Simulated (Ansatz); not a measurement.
# BCl2H3N: the cost of one run

Method: UKS PBE0-D4/def2-SVP, in Ansatz 0.2.0.

## 1. The structure to begin with

Bond lengths: B1–Cl2 2.110 Å, B1–Cl3 1.860 Å, B1–H4 1.190 Å, Cl2–N5 2.030 Å, N5–H6 1.060 Å, N5–H7 1.060 Å. Angles: B1–Cl2–N5 180.0°, Cl2–B1–Cl3 120.0°, Cl2–B1–H4 120.0°, Cl3–B1–H4 120.0°, Cl2–N5–H6 120.0°, Cl2–N5–H7 120.0°, H6–N5–H7 120.0°.

Structure file:

```xyz
7

B     0.0000    0.0000    0.0000
Cl    0.0000    0.0000    2.1100
Cl    1.6108    0.0000   -0.9300
H    -1.0305    0.0000   -0.5950
N     0.0000    0.0000    4.1400
H    -0.4960   -0.7725    4.6700
H     0.4960    0.7725    4.6700
```

## 2. A restrained relaxation towards end A

Springs on the bonds that form and break draw the guess towards this end; the thresholds are loose.

Input file input.yaml:

```yaml
crystal:
  periodic: [false, false, false]
  atoms:
    - { symbol: B, position_ang: [0.0, 0.0, 0.0] }
    - { symbol: Cl, position_ang: [0.0, 0.0, 2.11] }
    - { symbol: Cl, position_ang: [1.6108, 0.0, -0.93] }
    - { symbol: H, position_ang: [-1.0305, 0.0, -0.595] }
    - { symbol: "N", position_ang: [0.0, 0.0, 4.14] }
    - { symbol: H, position_ang: [-0.496, -0.7725, 4.67] }
    - { symbol: H, position_ang: [0.496, 0.7725, 4.67] }
magnetization:
  spin_polarized: true
  initial_magnetization: 1
basis:
  gaussian: { orbitals: def2-SVP }
hamiltonian:
  xc: pbe0
  dispersion: d4
relax:
  f_tol: 0.15
  max_steps: 25
  restrain:
    - { distance: [1, 4], at: 2.93, k: 30.0 }
    - { distance: [0, 1], at: 1.86, k: 30.0 }
```

Started as:

```
$ ansatz run input.yaml --threads 2 --pin off --max-ram 3072MiB --backend cpu --events-out ev --progress --plain --runs-dir out
```

Q: Estimate wall time and peak memory on 2 threads of Intel Xeon Platinum 8488C (Sapphire Rapids), shared host.

About 26 s, with a peak of 0.23 GiB.
